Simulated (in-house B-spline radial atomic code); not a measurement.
**Pb⁸⁰⁺: excited configurations**

Wanted: excitation energies of Pb⁸⁰⁺ as differences of total energies (ΔSCF).

Method: Dirac-Hartree-Fock, average of configuration, Fermi nucleus, basis-set limit. Code: in-house B-spline radial atomic code version 1.

## 1. The atom as given

| Quantity | Value |
| --- | --- |
| element | lead (Z = 82) |
| charge | +80 |
| electrons | 2 |
| configuration | 1s2 |
| Hamiltonian | Dirac-Coulomb |
| nucleus | Fermi, rms radius 5.501 fm |

Input settings:

```ini
Z = 82
electrons = 2.0
configuration = 1s2
hamiltonian = dirac
method = hf
spin_polarised = False
nucleus = fermi
rms_radius = 5.5012
mass_number = 208
atomic_mass = 207.976652005
speed_of_light = 137.035999084
```

This reference run was done before. Its total energy is -7401.263649 hartree, and its levels are (the highest eight at most):

```csv
orbital,occupation,energy (eV),<r> (bohr)
1s1/2,2,-99886.7,0.01597
```

## 2. 1s1 5f1

Input settings:

```ini
Z = 82
electrons = 2.0
configuration = 1s1 5f1
hamiltonian = dirac
method = hf
spin_polarised = False
nucleus = fermi
rms_radius = 5.5012
mass_number = 208
atomic_mass = 207.976652005
speed_of_light = 137.035999084
```

## 3. Configuration 1s1 5p1

Settings: those of step 2 with these lines changed.

```diff
@@ -2,3 +2,3 @@
 electrons = 2.0
-configuration = 1s1 5f1
+configuration = 1s1 5p1
 hamiltonian = dirac
```

## 4. Run with 1s1 3s1

Settings: those of step 3 with these lines changed.

```diff
@@ -2,3 +2,3 @@
 electrons = 2.0
-configuration = 1s1 5p1
+configuration = 1s1 3s1
 hamiltonian = dirac
```

## 5. Run with 1s1 5s1

Settings: those of step 4 with these lines changed.

```diff
@@ -2,3 +2,3 @@
 electrons = 2.0
-configuration = 1s1 3s1
+configuration = 1s1 5s1
 hamiltonian = dirac
```

## 6. Run with 1s1 2s1

Settings: those of step 5 with these lines changed.

```diff
@@ -2,3 +2,3 @@
 electrons = 2.0
-configuration = 1s1 5s1
+configuration = 1s1 2s1
 hamiltonian = dirac
```

Q: How far above the reference does each configuration lie (order and size, in eV)?

The runs gave:

| net move | configuration | energy above the reference (eV) | with Breit, QED, recoil (eV) | largest <r> (bohr) |
| --- | --- | --- | --- | --- |
| 1s → 2s | 1s1 2s1 | 74336.1 | 73966.7 | 0.0637 |
| 1s → 3s | 1s1 3s1 | 88857.6 | 88468.1 | 0.148 |
| 1s → 5s | 1s1 5s1 | 96052.3 | 95655.5 | 0.429 |
| 1s → 5p | 1s1 5p1 | 96166.7 | 95768.9 | 0.437 |
| 1s → 5f | 1s1 5f1 | 96279.4 | 95880.5 | 0.385 |

Quantum defects of the promoted electron, δ = n − ζ/√(−2ε) with ζ = 81 and ε its orbital energy in hartree:

| promotion | δ |
| --- | --- |
| 1s → 2s | 0.278 |
| 1s → 3s | 0.258 |
| 1s → 5s | 0.253 |
| 1s → 5p | 0.100 |
| 1s → 5f | 0.024 |

At the bottom stands 1s → 2s (74336.1 eV), at the top 1s → 5f (96279.4 eV). Of those tabulated, the defect is largest for 2s (0.28) and least for 5f (0.02); at this charge much of the defect is relativistic. Two partly filled shells share a symmetry and can mix in the average, which may lower the energy, for: 1s → 2s; 1s → 3s; 1s → 5s. These are averages over configurations, without correlation, not spectroscopic levels.
